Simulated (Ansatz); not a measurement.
# CH8AlNO2Si: the cost of one run

Method: RKS PBE0/STO-3G, in Ansatz 0.2.0.

### Step 1. The structure to begin with

Bond lengths: O1–Si2 1.696 Å, Si2–O3 1.740 Å, O3–C4 1.337 Å, C4–N5 1.446 Å, N5–Al6 1.945 Å, O1–H7 1.016 Å, Si2–H8 1.499 Å, Si2–H9 1.513 Å, C4–H10 1.142 Å, C4–H11 1.188 Å, N5–H12 1.009 Å, Al6–H13 1.642 Å, Al6–H14 1.617 Å. Angles (14 of 20 angles, heavy atoms first): O1–Si2–O3 110.6°, Si2–O3–C4 111.3°, O3–C4–N5 112.1°, C4–N5–Al6 113.0°, O1–Si2–H8 108.1°, O1–Si2–H9 111.1°, O3–Si2–H8 108.5°, O3–Si2–H9 110.1°, Si2–O1–H7 102.6°, O3–C4–H10 114.4°, O3–C4–H11 109.3°, N5–C4–H10 110.2°, N5–C4–H11 106.3°, C4–N5–H12 110.0°.

As a file:

```xyz
14

O    -0.0379   -2.9812   -0.7065
Si    1.1277   -2.0794    0.1329
O     1.2124   -0.4577   -0.4925
C     0.2404    0.3096    0.0118
N     0.2701    1.6506   -0.5296
Al   -1.1708    2.7719    0.1409
H    -0.9002   -2.7187   -0.2376
H     2.4602   -2.7363   -0.0692
H     0.8277   -2.0493    1.6155
H     0.2126    0.3458    1.1529
H    -0.8155   -0.1477   -0.2854
H     0.1782    1.6187   -1.5342
H    -2.2595    3.4283   -0.8988
H    -1.3583    3.0162    1.7286
```

### Step 2. Relaxing the start

File input.yaml:

```yaml
crystal:
  periodic: [false, false, false]
  atoms:
    - { symbol: O, position_ang: [-0.0379, -2.9812, -0.7065] }
    - { symbol: Si, position_ang: [1.1277, -2.0794, 0.1329] }
    - { symbol: O, position_ang: [1.2124, -0.4577, -0.4925] }
    - { symbol: C, position_ang: [0.2404, 0.3096, 0.0118] }
    - { symbol: "N", position_ang: [0.2701, 1.6506, -0.5296] }
    - { symbol: Al, position_ang: [-1.1708, 2.7719, 0.1409] }
    - { symbol: H, position_ang: [-0.9002, -2.7187, -0.2376] }
    - { symbol: H, position_ang: [2.4602, -2.7363, -0.0692] }
    - { symbol: H, position_ang: [0.8277, -2.0493, 1.6155] }
    - { symbol: H, position_ang: [0.2126, 0.3458, 1.1529] }
    - { symbol: H, position_ang: [-0.8155, -0.1477, -0.2854] }
    - { symbol: H, position_ang: [0.1782, 1.6187, -1.5342] }
    - { symbol: H, position_ang: [-2.2595, 3.4283, -0.8988] }
    - { symbol: H, position_ang: [-1.3583, 3.0162, 1.7286] }
basis:
  gaussian: { orbitals: STO-3G }
hamiltonian:
  xc: pbe0
relax:
  f_tol: 0.02
  max_steps: 40
scf:
  lower_state_search: "off"
output:
  orbitals: {}
```

Started as:

```console
$ ansatz run input.yaml --threads 1 --pin off --max-ram 2048MiB --backend cpu --events-out ev --progress --plain --runs-dir out
```

Q: Estimate wall time and peak memory on 1 thread of Arm Neoverse V2, shared host.

About 69 s, with a peak of 0.17 GiB.
